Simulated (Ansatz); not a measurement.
# C₄H₃F₇: basis-set convergence

One table from this session's results is given with a row withheld; the runs are named, their logs left out.

The runs use Ansatz 0.2.0, Gaussian basis; one geometry, several basis sets.

The runs, in order: PBE0-D4/def2-SVP; ωB97M-V/def2-SVP; PBE0-D4/def2-QZVPP; ωB97M-V/def2-QZVPP; the functionals' def2-TZVPP values are taken from earlier runs.

## Structure used throughout

The geometry comes from an earlier relaxation with PBE0-D4 in a triple-zeta def2 set; it is a stationary point, not always the lowest conformer.

14 atoms, charge 0, spin multiplicity 1.

Atoms are counted from 1 here; the program's logs count them from 0.

Bond lengths: F1–C2 1.345 Å, C2–F3 1.357 Å, C2–C4 1.520 Å, C2–H12 1.093 Å, C4–F5 1.366 Å, C4–C6 1.530 Å, C4–H13 1.094 Å, C6–F7 1.355 Å, C6–F8 1.343 Å, C6–C9 1.537 Å, C9–F10 1.342 Å, C9–F11 1.350 Å, C9–H14 1.091 Å. Angles: F1–C2–F3 107.9°, F1–C2–C4 108.8°, F1–C2–H12 109.0°, F3–C2–C4 109.5°, F3–C2–H12 109.1°, C4–C2–H12 112.5°, C2–C4–F5 106.9°, C2–C4–C6 114.0°, C2–C4–H13 109.5°, F5–C4–C6 107.8°, F5–C4–H13 109.3°, C6–C4–H13 109.3°, C4–C6–F7 109.7°, C4–C6–F8 107.9°, C4–C6–C9 115.2°, F7–C6–F8 107.9°, F7–C6–C9 107.4°, F8–C6–C9 108.5° and more.

Set-up of the first run:

in.yaml reads:

```yaml
crystal:
  periodic: [false, false, false]
  atoms:
    - {symbol: F, position_ang: [-0.654871, 1.001105, -2.591982]}
    - {symbol: C, position_ang: [0.130302, 0.670942, -1.550962]}
    - {symbol: F, position_ang: [0.651088, -0.558200, -1.796024]}
    - {symbol: C, position_ang: [-0.721354, 0.619932, -0.292508]}
    - {symbol: F, position_ang: [-1.180898, 1.887496, -0.072862]}
    - {symbol: C, position_ang: [0.042545, 0.176344, 0.957338]}
    - {symbol: F, position_ang: [1.178605, 0.905179, 1.080147]}
    - {symbol: F, position_ang: [-0.730327, 0.432079, 2.025203]}
    - {symbol: C, position_ang: [0.441848, -1.308003, 0.988698]}
    - {symbol: F, position_ang: [0.889061, -1.603711, 2.218671]}
    - {symbol: F, position_ang: [-0.651230, -2.059083, 0.736122]}
    - {symbol: H, position_ang: [0.945453, 1.395729, -1.476277]}
    - {symbol: H, position_ang: [-1.570799, -0.049899, -0.453744]}
    - {symbol: H, position_ang: [1.217578, -1.539210, 0.256980]}
basis:
  gaussian: {orbitals: def2-SVP}
hamiltonian: {xc: pbe0, dispersion: d4}
output: {orbitals: {seedname: orbitals}}
```

Started as:

```sh
ansatz run in.yaml --threads 4 --pin off --events-out ev --progress --plain --max-ram 66560MiB --backend cpu
```

Among the steps run: PBE0-D4 in def2-SVP; ωB97M-V in def2-SVP; PBE0-D4 in def2-QZVPP; ωB97M-V in def2-QZVPP.

One table of the session follows, with a row left open; its other results are not shown here.

It belongs to the step «Density functionals: the series». 

| functional | basis | HOMO (eV) | LUMO (eV) |
| --- | --- | --- | --- |
| PBE0-D4 | def2-SVP | -9.86 | 0.97 |
| PBE0-D4 | def2-TZVPP | -10.02 | 0.51 |
| PBE0-D4 | def2-QZVPP | -10.07 | 0.33 |
| ωB97M-V | def2-SVP | ? | ? |
| ωB97M-V | def2-TZVPP | -12.43 | 2.58 |
| ωB97M-V | def2-QZVPP | -12.48 | 1.95 |

**Question.** Estimate the row for ωB97M-V, def2-SVP.

As computed: HOMO (eV): -12.24; LUMO (eV): 3.22. In the column «HOMO (eV)» it lies between ωB97M-V, def2-TZVPP (-12.43) and PBE0-D4, def2-QZVPP (-10.07).
